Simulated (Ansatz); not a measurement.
**H₃WCl₃O₃: taking an electron away**

Aim: the vertical ionisation energy of H₃WCl₃O₃, as cation minus neutral at the neutral's geometry, on several levels, and how well −ε(HOMO) stands in for it.

Program: Ansatz 0.2.0, Gaussian basis. Level of theory: unrestricted cation, the program's frozen cores in correlated methods. These are calculated values, not measurements.

Levels to be run: UKS PBE-D4/def2-TZVPP; UKS r2SCAN-D4/def2-TZVPP; UKS PBE0-D4/def2-TZVPP; UKS B3LYP-D4/def2-TZVPP; UKS wB97X-V/def2-TZVPP; UKS wB97M-V/def2-TZVPP; UKS B2PLYP/def2-TZVPP; UHF-CCSD(T)/def2-TZVPP; UHF-MP2/def2-QZVPP; extrapolation to the limit; then −ε(HOMO) from the neutral's earlier runs with LDA (SPW92), PBE-D4, revPBE-D4, BLYP-D4, r2SCAN-D4, B97M-V, PBE0-D4, B3LYP-D4, r2SCANh-D4, r2SCAN0-D4, HSE06-D4, BHLYP-D4, CAM-B3LYP-D4, LC-ωPBE, ωB97X-V, ωB97M-V.

## Step 1: The relaxed structure

All runs share one geometry, relaxed beforehand with PBE0-D4/def2-TZVP. W takes the def2 core potential; no spin-orbit term is included.

SMILES `[OH][W]([OH])([OH])([Cl])([Cl])[Cl]`, 10 atoms, charge 0, spin multiplicity 1.

Atoms are counted from 1 here; the program's logs count them from 0.

Bond lengths: O1–W2 1.859 Å, O1–H8 0.962 Å, W2–O3 1.856 Å, W2–O4 1.856 Å, W2–Cl5 2.388 Å, W2–Cl6 2.360 Å, W2–Cl7 2.296 Å, O3–H9 0.961 Å, O4–H10 0.961 Å. Angles: W2–O1–H8 126.3°, O1–W2–O3 98.8°, O1–W2–O4 98.8°, O1–W2–Cl5 171.6°, O1–W2–Cl6 83.4°, O1–W2–Cl7 89.9°, O3–W2–O4 162.4°, O3–W2–Cl5 81.3°, O3–W2–Cl6 90.7°, O3–W2–Cl7 90.3°, O4–W2–Cl5 81.3°, O4–W2–Cl6 90.7°, O4–W2–Cl7 90.3°, Cl5–W2–Cl6 88.2°, Cl5–W2–Cl7 98.5°, Cl6–W2–Cl7 173.3°, W2–O3–H9 127.0°, W2–O4–H10 127.0°.

## Step 2: Cation, UKS PBE-D4/def2-TZVPP

Input file in.yaml:

```yaml
crystal:
  periodic: [false, false, false]
  atoms:
    - {symbol: O, position_ang: [-0.676504, -1.763011, -0.378251]}
    - {symbol: W, position_ang: [0.081102, -0.088302, -0.097817]}
    - {symbol: O, position_ang: [1.153544, -0.503132, 1.358502]}
    - {symbol: O, position_ang: [-0.776611, 0.841253, -1.455514]}
    - {symbol: Cl, position_ang: [0.782861, 2.120837, 0.476233]}
    - {symbol: Cl, position_ang: [-1.778595, 0.214818, 1.322604]}
    - {symbol: Cl, position_ang: [1.793318, -0.627353, -1.529770]}
    - {symbol: H, position_ang: [-1.487055, -2.095377, 0.018941]}
    - {symbol: H, position_ang: [1.658678, 0.111040, 1.898886]}
    - {symbol: H, position_ang: [-0.750725, 1.789226, -1.613814]}
basis:
  gaussian: {orbitals: def2-TZVPP}
total_charge: 1
magnetization: {spin_polarized: true, initial_magnetization: 1}
hamiltonian: {xc: pbe, dispersion: d4}
```

Run with:

```bash
$ ansatz run in.yaml --threads 2 --pin off --events-out ev --progress --plain --max-ram 32768MiB --backend cuda --devices 0, --max-vram 18GiB
```

Further steps of the session: Cation, UKS r2SCAN-D4/def2-TZVPP; Cation, UKS PBE0-D4/def2-TZVPP; Cation, UKS B3LYP-D4/def2-TZVPP; Cation, UKS wB97X-V/def2-TZVPP; Cation, UKS wB97M-V/def2-TZVPP; Cation, UKS B2PLYP (frozen core)/def2-TZVPP; Cation, UHF-CCSD(T)/def2-TZVPP; Cation, UHF-MP2/def2-QZVPP.

Q: Predict the results of all the runs planned. Wanted: ionisation energy, CCSD(T)/CBS; nearest functional by difference; nearest −ε(HOMO); −ε(HOMO) of PBE; T1 of the cation.

As calculated:

```
                        quantity               value
  ionisation energy, CCSD(T)/CBS            10.88 eV
nearest functional by difference  ωB97X-V (-0.02 eV)
                nearest −ε(HOMO)  ωB97X-V (+0.07 eV)
                 −ε(HOMO) of PBE             7.21 eV
                T1 of the cation               0.035
```

**Reading.** By cation minus neutral, the functionals miss by 0.91 eV at most. −ε(HOMO) of PBE misses by 3.7 eV, since self-interaction lifts the level. Among orbital estimates ωB97X-V comes nearest. Hartree-Fock falls 0.66 eV short, as the neutral has more correlation energy than the cation. The cation's T1 (from the report) is 0.035, near the customary mark of 0.045 for open shells, so the coupled-cluster value is less safe. Correlated methods include outer-core shells of W, which these sets cover unevenly.
